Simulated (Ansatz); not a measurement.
# LiGa: the cost of one run

Program: Ansatz 0.2.0. Level of theory: DFT r2SCAN, scalar-relativistic, plane waves, PAW. These are calculated values, not measurements.

1 further run of the same task is left out (set aside as unsound or not needed).

### Step 1. The structure to begin with

It takes space group Fd-3m (No. 227, cubic). Conventional cell: a = 6.169 Å, b = 6.169 Å, c = 6.169 Å, α = 90.00°, β = 90.00°, γ = 90.00°. Around Li (site symmetry -43m) lie 4 Ga at 2.67 Å and 4 Li at 2.67 Å. Ga (site symmetry -43m) is surrounded by 4 Ga at 2.67 Å and 4 Li at 2.67 Å.

Structure file:

```
CELL_PARAMETERS angstrom
0.00000 3.08450 3.08450
3.08450 0.00000 3.08450
3.08450 3.08450 0.00000
ATOMIC_POSITIONS crystal
Li 0.00000 0.00000 0.00000
Li 0.25000 0.25000 0.25000
Ga 0.50000 0.50000 0.50000
Ga 0.75000 0.75000 0.75000
```

This cell was relaxed beforehand with the same method: volume 14.67 Å³/atom, gap on the mesh none (metal).

### Step 2. Electronic structure at the relaxed geometry

Input file input.yaml:

```yaml
crystal:
  lattice:
    - [0.0, 3.0845, 3.0845]
    - [3.0845, 0.0, 3.0845]
    - [3.0845, 3.0845, 0.0]
  atoms:
    - { symbol: Li, position: [0.0, 0.0, 0.0] }
    - { symbol: Li, position: [0.25, 0.25, 0.25] }
    - { symbol: Ga, position: [0.5, 0.5, 0.5] }
    - { symbol: Ga, position: [0.75, 0.75, 0.75] }
basis:
  ecutwfc: 500
kpoints:
  mp_grid: { grid: [12, 12, 12] }
  band_path:
    path:
      - [[0.0, 0.0, 0.0], [0.5, 0.0, 0.5], [0.625, 0.25, 0.625]]
      - [[0.375, 0.375, 0.75], [0.0, 0.0, 0.0], [0.5, 0.5, 0.5], [0.5, 0.25, 0.75], [0.5, 0.0, 0.5]]
    npoints: 14
hamiltonian:
  xc: r2scan
scf:
  occupations: { method: gaussian, width: 0.1 }
  n_extra_bands: 10
output:
  forces: true
  stress: true
  eigenvalues: true
  populations: true
  dos: { projected: true, de: 0.02, nscf_kmesh: { grid: [18, 18, 18] } }
  bader: true
  write_density: true
  write_potential: true
  elf: true
  volumetric_format: npy
```

Run with:

```bash
$ ansatz run input.yaml --threads 1 --pin off --max-ram 2560MiB --backend cpu --events-out ev --progress --plain --runs-dir out
```

What time and memory should one allow on 1 thread of Intel Xeon Platinum 8488C (Sapphire Rapids), shared host?

About 50 s, with a peak of 0.62 GiB.
